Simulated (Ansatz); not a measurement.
Write a Python script for Ansatz's Python interface that makes an atomisation energy of C2H8GeSi, SMILES C[SiH]1[CH2][GeH2]1. Use (for the species named): r2scan0, 6-31G* basis, multiplicity 1.

| atom | x (Å) | y (Å) | z (Å) |
| --- | --- | --- | --- |
| C | -0.9232 | 1.4487 | -0.6237 |
| Si | -0.5330 | 0.2422 | 0.6790 |
| C | 1.1801 | -0.2991 | 0.6637 |
| Ge | 0.4235 | -1.7064 | -0.3176 |
| H | -0.1339 | 1.5777 | -1.3769 |
| H | -1.1592 | 2.4943 | -0.1621 |
| H | -1.8589 | 1.1613 | -1.1637 |
| H | -1.3823 | -0.0590 | 1.7972 |
| H | 1.8862 | 0.3453 | 0.0975 |
| H | 1.5857 | -0.6205 | 1.6960 |
| H | 0.6914 | -1.6309 | -1.7999 |
| H | 0.3006 | -3.0089 | 0.5444 |

Script `c2h8gesi.py`:
```python
# -*- coding: utf-8 -*-
from collections import Counter
from dataclasses import dataclass

import ansatz as az


@dataclass
class Settings:
    basis: str = "6-31G*"
    functional: str = "r2scan0"


cfg = Settings()


def energy_of(molecule, charge=0, unpaired=0):
    calc = molecule.calculation().basis(gaussian=cfg.basis).functional(cfg.functional)
    if charge:
        calc = calc.charge(charge)
    if unpaired:
        calc = calc.spin("collinear", total=unpaired)
    return calc.run(threads=1, pin="off").report["free_energy_ev"]

GEOMETRY = """
C    -0.92320    1.44870   -0.62370
Si   -0.53300    0.24220    0.67900
C     1.18010   -0.29910    0.66370
Ge    0.42350   -1.70640   -0.31760
H    -0.13390    1.57770   -1.37690
H    -1.15920    2.49430   -0.16210
H    -1.85890    1.16130   -1.16370
H    -1.38230   -0.05900    1.79720
H     1.88620    0.34530    0.09750
H     1.58570   -0.62050    1.69600
H     0.69140   -1.63090   -1.79990
H     0.30060   -3.00890    0.54440
"""

geometry = az.Crystal.molecule()
for line in GEOMETRY.strip().splitlines():
    symbol, *xyz = line.split()
    geometry = geometry.atom(symbol, [float(v) for v in xyz])

unpaired = {"C": 2, "Si": 2, "Ge": 2, "H": 1}
counts = Counter(site.symbol for site in geometry.cartesian_sites)
atom_energy = {s: energy_of(az.Crystal.molecule().atom(s, (0, 0, 0)), 0, unpaired[s]) for s in counts}
whole = energy_of(geometry, 0, 0)
for s, e in atom_energy.items():
    print(f"{s:2s} x{counts[s]}  {e:14.5f} eV")
print(f"C2H8GeSi: {whole:.5f} eV")
split = sum(counts[s] * e for s, e in atom_energy.items()) - whole
print(f"atomisation energy (no zero-point term): {split:.3f} eV, {split / sum(counts.values()):.3f} eV an atom")
```

`python c2h8gesi.py` gives:
```text
C  x2     -1029.18038 eV
Si x1     -7872.81705 eV
Ge x1    -56507.38770 eV
H  x8       -13.55743 eV
C2H8GeSi: -66587.19994 eV
atomisation energy (no zero-point term): 40.175 eV, 3.348 eV an atom
```

40.175 eV from the electronic energies, without the zero-point term.

Caveats:
- Total energies depend on the basis set; only differences at equal settings carry meaning.
- The geometry is a force-field or estimated start, not a minimum of this method, and the basis set is short of its limit. All parts are taken at fixed geometry, without zero-point energy.
- Run time: 12 s on 1 thread of Arm Neoverse V1, with other jobs on the host, peak memory 0.3 GiB.
